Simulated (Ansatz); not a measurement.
This script makes cell relaxations under several functionals of LiHF2, space group R-3m with the Python package of Ansatz (0.2.0).

The script, `lihf2_lattice.py`:
```python
import ansatz as az
import numpy as np

def edges_and_angles(cell):
    cell = np.asarray(cell)
    a, b, c = np.linalg.norm(cell, axis=1)
    cosines = cell[1] @ cell[2] / (b * c), cell[0] @ cell[2] / (a * c), cell[0] @ cell[1] / (a * b)
    return (a, b, c, *np.degrees(np.arccos(cosines)))


def main() -> None:
    xtal = (
        az.Lattice.from_parameters(2.933967, 2.933967, 13.100066, alpha=90, beta=90, gamma=120)
        .space_group(166)
        .atom('Li', (0.0, 0.0, 0.0))
        .atom('H', (2 / 3, 1 / 3, 5 / 6))
        .atom('F', (2 / 3, 1 / 3, 0.746635))
        .primitive()
    )

    base = (
        xtal.calculation()
        .basis(450)
        .kpoints(8)
        .occupations(az.OccupationsMethod.FIXED)
        .relax(cell=True)
    )

    levels = [('pbesol', 'none'), ('r2scan', 'd4'), ('r2scan', 'none')]
    print('level            a       b       c    alpha   beta  gamma  V/atom  steps')
    for name, dispersion in levels:
        seen = []
        run = base.functional(name, dispersion=dispersion).session().plan()
        done = run.execute(on_event=lambda e: seen.append(e) if e['event'] == 'relax_step' else None)
        cell = done.lattice.cell_ang
        label = name if dispersion == 'none' else f'{name}+{dispersion}'
        print('{:13s} {:7.4f} {:7.4f} {:7.4f} {:6.2f} {:6.2f} {:6.2f}'.format(label, *edges_and_angles(cell)), f'{abs(np.linalg.det(cell)) / len(done.lattice.sites):7.3f} {len(seen):5d}')


if __name__ == '__main__':
    main()
```

Rank the levels of theory by the volume of the relaxed cell.

From smallest to largest: r2SCAN+D4 (8.21 Å³ an atom, +0.9 % against the start), r2SCAN (8.28 Å³ an atom, +1.8 % against the start) and PBEsol (8.48 Å³ an atom, +4.2 % against the start). The spread is 3.3 % in volume.

What the script printed:

Running `python lihf2_lattice.py` prints:
```text
level            a       b       c    alpha   beta  gamma  V/atom  steps
pbesol         4.7072  4.7072  4.7072  37.05  37.05  37.05   8.483     8
DeckWarning: basis.ecutwfc = 450 eV is below the records' recommended 500 eV, and the density's cutoff is lower with it unless basis.ecutrho_ratio is high enough to keep the records' density cutoff: compare with a run at a higher cutoff
r2scan+d4      4.6862  4.6862  4.6862  36.66  36.66  36.66   8.214     4
r2scan         4.6909  4.6909  4.6909  36.77  36.77  36.77   8.284     6
```
(Warnings from the package without file and line.)

The cutoff lies under the one recommended for these potentials in some of the runs. Edges and angles are those of the cell as typed, here a primitive one, not of the conventional cell. The structure comes from a database of computed cells and needn't be a stable or known phase. Timing: 30 s on 1 thread of Intel(R) Xeon(R) Processor @ 2.30GHz (shared host), peak memory 0.62 GiB.
